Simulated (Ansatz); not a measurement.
GaCo, space group Pm-3m: an equation of state with a fit, run with the Ansatz DFT code, driven from Python.

`gaco.py`:
```python
'''Bulk modulus of GaCo from an E(V) curve.'''

import warnings

import ansatz
import numpy as np
from scipy.optimize import curve_fit

VECTORS = np.array([
    [2.878, 0.0, 0.0],
    [0.0, 2.878, 0.0],
    [0.0, 0.0, 2.878],
])
SITES = [
    ('Ga', (0.5, 0.5, 0.5), 0.0),
    ('Co', (0.0, 0.0, 0.0), 2.5),
]


def build(cell):
    crystal = ansatz.Crystal(lattice=ansatz.Lattice.of(cell))
    for symbol, position, moment in SITES:
        crystal = crystal.atom(symbol, position, moment=moment or None)
    return crystal

def vinet(v, e0, v0, b0, b1):
    eta = (v / v0) ** (1 / 3)
    return e0 + 2 * b0 * v0 / (b1 - 1) ** 2 * (2 - (5 + 3 * b1 * (eta - 1) - 3 * eta) * np.exp(-1.5 * (b1 - 1) * (eta - 1)))

warnings.simplefilter('ignore', ansatz.DeckWarning)

# scale the volume, keep shape and fractions
volumes, energies, pressures = [], [], []
for scale in np.linspace(0.9, 1.1, 9):
    cell = VECTORS * scale ** (1 / 3)
    setup = (
        build(cell).calculation()
        .functional('PBEsol')
        .occupations('fermi_dirac', width=0.1)
        .spin(ansatz.SpinTreatment.COLLINEAR)
        .basis(500)
        .kpoints(8, 8, 8)
        .stress()
    )
    summary = setup.run(threads=1, pin='off').report
    volumes.append(abs(np.linalg.det(cell)) / len(SITES))
    energies.append(summary['free_energy_ev'] / len(SITES))
    pressures.append(np.trace(summary['stress_gpa']) / 3)
    print(f'V = {volumes[-1]:8.4f} A^3/atom  F = {energies[-1]:.5f} eV/atom  P = {pressures[-1]:8.3f} GPa')

guess = (min(energies), volumes[int(np.argmin(energies))], 0.5, 4.5)
(e0, v0, b0, b1), _ = curve_fit(vinet, np.array(volumes), np.array(energies), p0=guess, maxfev=20000)
print(f'Vinet fit: V0 = {v0:.4f} A^3/atom, B0 = {160.21766 * b0:.1f} GPa, B1 = {b1:.2f}')
print('largest residual', round(1000 * float(np.abs(vinet(np.array(volumes), e0, v0, b0, b1) - energies).max()), 3), 'meV/atom')
```

Its results, one of them left out:

| V (Å³/atom) | F less the lowest row shown (meV/atom) |
| --- | --- |
| 10.727 | 32.41 |
| 11.025 | 10.20 |
| 11.323 | 0.00 |
| 11.621 | 0.19 |
| 11.919 | 9.32 |
| 12.217 | 26.15 |
| 12.515 | 49.63 |
| 12.813 | 78.81 |
| 13.111 | ? |

What is the missing energy at 13.111 Å³ an atom?

A third-order Birch-Murnaghan fit, E = E0 + (9 V0 B0 / 16) [(t - 1)³ B' + (t - 1)² (6 - 4t)] with t = (V0/V)^(2/3), through the 8 rows shown gives V0 = 11.464 Å³, B0 = 199.6 GPa, B' = 4.73 and E0 = -1.11 meV. At V = 13.111 Å³, t = 0.91442, and the fit extrapolates to 112.92 meV. The run gave 112.78 meV, a miss of 0.14 meV.

Caveats:
- The SCF didn't keep the moments it started from (some shrank, vanished or turned); what is printed is the state reached.
- The mesh is modest for a metal, so energies can be off by several to tens of meV an atom and pressures by half a GPa or more; differences at equal mesh fare better.
- Pressure is positive in compression.
- At these settings the cell as given stands under about -7 GPa, so it isn't at this functional's equilibrium volume.
- The starting cell is as deposited in a crystallographic database; the results hold for this polymorph, which needn't be the stable one.
- The script silences the warnings on its input, which a real study should read.
- Cost: about 50 core-seconds.
